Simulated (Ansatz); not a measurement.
CsLiCr2Te2S3:

```
Cs Li Cr Te S
1.0
     3.31929    1.91639    6.87982
    -3.31929    1.91639    6.87982
     0.00000   -3.83279    6.87982
Cs Li Cr Te S
1 1 2 2 3
Direct
  0.00000 0.00000 0.00000
  0.50000 0.50000 0.50000
  0.79848 0.79848 0.79848
  0.20152 0.20152 0.20152
  0.67990 0.67990 0.67990
  0.32010 0.32010 0.32010
  0.13626 0.86374 0.50000
  0.50000 0.13626 0.86374
  0.86374 0.50000 0.13626
```

The cell was built by a generator and needn't be a form met in nature.

Base run:

```yaml
Program: Ansatz 0.2.0
Functional: PBE
Potentials_or_basis: Ansatz PAW
Cutoff: "420 eV (not typed: the program's choice for these potentials)"
k_mesh: 5 × 5 × 5
Occupations: fermi-dirac, width 0.05 eV
Spin: collinear spin, ferromagnetic start
Starting_moments: "[0.0, 0.0, 3.0, 3.0, 0.0, 0.0, 0.0, 0.0, 0.0] μB"
Hubbard_terms: Cr d U = 4 eV
```

Its results: band gap on the k mesh none (metal or under the smearing width); pressure 3.4 GPa; net moment 4.23 μB per cell; site moments Cs -0.03; Li -0.01; Cr +2.93; Te -0.33; S -0.24 μB; largest force 1.379 eV/Å.

Problem. The run is repeated on the same cell with these changes: hubbard terms from Cr d U = 4 eV to Cr d U = 2 eV. What comes out?

Solution. Band gap on the k mesh none (metal or under the smearing width); pressure 1.6 GPa; net moment 4.05 μB per cell; site moments Cs -0.03; Li +0.00; Cr +2.55; Te -0.27; S -0.15 μB; largest force 0.645 eV/Å.

Caveats: the magnetic or orbital state may not be the lowest; only a ferromagnetic start was run, and an antiferromagnetic order may lie lower in energy; forces of over 1 eV/Å show positions far from the minimum, so gaps and moduli don't describe the material at rest (some runs).
